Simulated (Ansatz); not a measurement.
# Alloy of ZnO and MgO (22 of 48 Zn sites exchanged), 96 atoms

An exercise on one series of results from a longer session: the logs are not shown, and one member is left open.

All numbers are computed with Ansatz 0.2.0 (PAW, plane waves).

## Starting point

96 atoms (22 Mg, 26 Zn, 48 O); a = 9.789 Å, b = 11.304 Å, c = 10.255 Å, α = 90.00°, β = 90.00°, γ = 90.00°. All atoms were shaken off their sites by about 0.02 Å along each axis.

Plan of the steps: (2) PBEsol cell relaxation at the single k point (¼, ¼, ¼), on 1 × NVIDIA H100 80GB HBM3 with 10 threads of AMD EPYC 7R13; (3) PBE single point at the Γ point alone, on 1 × NVIDIA H100 80GB HBM3 with 10 threads of AMD EPYC 7R13; (4) r²SCAN single point at the Γ point alone, on 1 × NVIDIA H100 80GB HBM3 with 10 threads of AMD EPYC 7R13; (5) HSE06 single point at the Γ point alone, on 1 × NVIDIA H100 80GB HBM3 with 10 threads of AMD EPYC 7R13; (6) HSE06 with spin–orbit coupling single point at the Γ point alone, on 1 × NVIDIA H100 80GB HBM3 with 10 threads of AMD EPYC 7R13.

Set-up of the first run:

The input, in.yaml:

```yaml
crystal:
  lattice:
    - [9.789153, 0.000000, 0.000000]
    - [0.000000, 11.303540, 0.000000]
    - [0.000000, 0.000000, 10.254518]
  atoms:
    - { symbol: Mg, position: [0.164730, 0.081446, 0.247430] }
    - { symbol: Mg, position: [0.997345, 0.335021, 0.247059] }
    - { symbol: Mg, position: [0.999975, 0.333828, 0.749737] }
    - { symbol: Mg, position: [0.500691, 0.086142, 0.745105] }
    - { symbol: Mg, position: [0.165712, 0.584765, 0.749882] }
    - { symbol: Mg, position: [0.001942, 0.835445, 0.747433] }
    - { symbol: Mg, position: [0.835880, 0.082563, 0.247113] }
    - { symbol: Mg, position: [0.664625, 0.334792, 0.246177] }
    - { symbol: Mg, position: [0.499026, 0.583145, 0.245953] }
    - { symbol: Mg, position: [0.833044, 0.588834, 0.748224] }
    - { symbol: Mg, position: [0.000979, 0.165930, 0.995230] }
    - { symbol: Mg, position: [0.333422, 0.165767, 0.500700] }
    - { symbol: Mg, position: [0.334191, 0.167647, 0.995532] }
    - { symbol: Mg, position: [0.999075, 0.666235, 0.500007] }
    - { symbol: Mg, position: [0.664574, 0.164038, 0.996148] }
    - { symbol: Mg, position: [0.502000, 0.415480, 0.496443] }
    - { symbol: Mg, position: [0.499895, 0.418279, 0.996334] }
    - { symbol: Mg, position: [0.331620, 0.664798, 0.997876] }
    - { symbol: Mg, position: [0.832020, 0.418377, 0.996839] }
    - { symbol: Mg, position: [0.666882, 0.667715, 0.994535] }
    - { symbol: Mg, position: [0.500561, 0.918416, 0.996602] }
    - { symbol: Mg, position: [0.831311, 0.917735, 0.997703] }
    - { symbol: Zn, position: [0.164218, 0.084670, 0.748651] }
    - { symbol: Zn, position: [0.501305, 0.085573, 0.250011] }
    - { symbol: Zn, position: [0.334398, 0.333685, 0.247109] }
    - { symbol: Zn, position: [0.332683, 0.332323, 0.746675] }
    - { symbol: Zn, position: [0.167504, 0.582331, 0.247708] }
    - { symbol: Zn, position: [0.998783, 0.832307, 0.246833] }
    - { symbol: Zn, position: [0.833228, 0.082332, 0.750449] }
    - { symbol: Zn, position: [0.666146, 0.335267, 0.750680] }
    - { symbol: Zn, position: [0.501989, 0.583306, 0.747025] }
    - { symbol: Zn, position: [0.334371, 0.832019, 0.244035] }
    - { symbol: Zn, position: [0.334333, 0.833314, 0.748083] }
    - { symbol: Zn, position: [0.834733, 0.581412, 0.247317] }
    - { symbol: Zn, position: [0.666084, 0.833555, 0.246689] }
    - { symbol: Zn, position: [0.663988, 0.832399, 0.749484] }
    - { symbol: Zn, position: [0.000788, 0.167364, 0.493270] }
    - { symbol: Zn, position: [0.164899, 0.416498, 0.497627] }
    - { symbol: Zn, position: [0.168795, 0.417777, 0.995664] }
    - { symbol: Zn, position: [0.003285, 0.665647, 0.998343] }
    - { symbol: Zn, position: [0.669167, 0.165459, 0.497267] }
    - { symbol: Zn, position: [0.332548, 0.668905, 0.496610] }
    - { symbol: Zn, position: [0.165203, 0.914634, 0.497273] }
    - { symbol: Zn, position: [0.167751, 0.916125, 0.996239] }
    - { symbol: Zn, position: [0.828877, 0.415125, 0.496775] }
    - { symbol: Zn, position: [0.668044, 0.665336, 0.498139] }
    - { symbol: Zn, position: [0.499195, 0.916307, 0.498118] }
    - { symbol: Zn, position: [0.832256, 0.917843, 0.495030] }
    - { symbol: O, position: [0.000792, 0.162205, 0.191569] }
    - { symbol: O, position: [0.998960, 0.168438, 0.690509] }
    - { symbol: O, position: [0.336058, 0.166290, 0.192901] }
    - { symbol: O, position: [0.332377, 0.167165, 0.689137] }
    - { symbol: O, position: [0.167705, 0.414286, 0.188055] }
    - { symbol: O, position: [0.169662, 0.419035, 0.692060] }
    - { symbol: O, position: [0.999627, 0.667890, 0.186314] }
    - { symbol: O, position: [0.997478, 0.668016, 0.691311] }
    - { symbol: O, position: [0.668977, 0.163976, 0.192900] }
    - { symbol: O, position: [0.663472, 0.168663, 0.693283] }
    - { symbol: O, position: [0.495653, 0.414512, 0.190765] }
    - { symbol: O, position: [0.497696, 0.413191, 0.692117] }
    - { symbol: O, position: [0.332529, 0.665598, 0.190434] }
    - { symbol: O, position: [0.332281, 0.667464, 0.690449] }
    - { symbol: O, position: [0.166816, 0.917786, 0.190781] }
    - { symbol: O, position: [0.165940, 0.920417, 0.689295] }
    - { symbol: O, position: [0.835949, 0.416732, 0.189689] }
    - { symbol: O, position: [0.832299, 0.416732, 0.693508] }
    - { symbol: O, position: [0.666670, 0.667661, 0.190848] }
    - { symbol: O, position: [0.665677, 0.666127, 0.689244] }
    - { symbol: O, position: [0.497111, 0.917560, 0.189515] }
    - { symbol: O, position: [0.499731, 0.917878, 0.692279] }
    - { symbol: O, position: [0.831789, 0.917026, 0.192552] }
    - { symbol: O, position: [0.834883, 0.912638, 0.692901] }
    - { symbol: O, position: [0.163382, 0.083334, 0.438278] }
    - { symbol: O, position: [0.165665, 0.085948, 0.941205] }
    - { symbol: O, position: [0.999667, 0.333556, 0.441983] }
    - { symbol: O, position: [0.999001, 0.337950, 0.937668] }
    - { symbol: O, position: [0.498647, 0.082522, 0.442427] }
    - { symbol: O, position: [0.496025, 0.082994, 0.937134] }
    - { symbol: O, position: [0.333410, 0.335332, 0.440052] }
    - { symbol: O, position: [0.333219, 0.332191, 0.940745] }
    - { symbol: O, position: [0.163860, 0.583160, 0.441021] }
    - { symbol: O, position: [0.165870, 0.582036, 0.943536] }
    - { symbol: O, position: [0.995457, 0.833472, 0.437201] }
    - { symbol: O, position: [0.996601, 0.831449, 0.937377] }
    - { symbol: O, position: [0.834374, 0.081593, 0.442105] }
    - { symbol: O, position: [0.833969, 0.084201, 0.941249] }
    - { symbol: O, position: [0.665117, 0.334496, 0.443180] }
    - { symbol: O, position: [0.664570, 0.332970, 0.938580] }
    - { symbol: O, position: [0.502248, 0.579800, 0.443878] }
    - { symbol: O, position: [0.501123, 0.584747, 0.940479] }
    - { symbol: O, position: [0.332799, 0.833834, 0.439854] }
    - { symbol: O, position: [0.332912, 0.832016, 0.940317] }
    - { symbol: O, position: [0.830962, 0.583605, 0.438855] }
    - { symbol: O, position: [0.833020, 0.584687, 0.940757] }
    - { symbol: O, position: [0.664113, 0.835506, 0.441807] }
    - { symbol: O, position: [0.663699, 0.837218, 0.939504] }
  symmetry: { detect: false }
kpoints:
  mp_grid: { grid: [1, 1, 1], shift: [0.25, 0.25, 0.25] }
hamiltonian:
  xc: pbesol
scf:
  occupations: { method: fermi_dirac, width: 0.01 }
relax:
  f_tol: 0.03
  max_steps: 80
  escape_saddle: false
  adjacent_minimum: "off"
  cell: { fix: [alpha, beta, gamma] }
output:
  forces: true
  eigenvalues: true
  populations: true
```

The run is started by

```sh
> ansatz run in.yaml --threads 10 --pin off --max-ram 102600MiB --runs-dir r --events-out ev --progress --plain --backend cuda --devices 0, --max-vram 75GiB
```

Among the steps run: PBEsol relaxation of the cell and the positions; PBE single point; r²SCAN on the same atoms; HSE06 on the same atoms; Single point with HSE06 with spin–orbit coupling.

One table of the session follows, with a row left open; its other results are not shown here.

```
                         level  top filled to lowest empty (eV)
            PBEsol, relaxation                             2.57
                           PBE                             1.83
                        r²SCAN                                ?
                         HSE06                             3.58
HSE06 with spin–orbit coupling                             3.58
```

Q: Estimate the row for r²SCAN from the others.

As computed: top filled to lowest empty (eV): 2.31. In the column «top filled to lowest empty (eV)» it lies between PBE (1.83) and PBEsol, relaxation (2.57).

At the same k points, PBE gives a spacing 1.75 eV smaller and r²SCAN gives a spacing 1.26 eV smaller than the 3.58 eV of HSE06. The relaxation ran on other k points, so part of any difference from the later rows can come from the mesh. With one k point the spacing samples only the states that fold onto it, so it can exceed the gap over the zone.
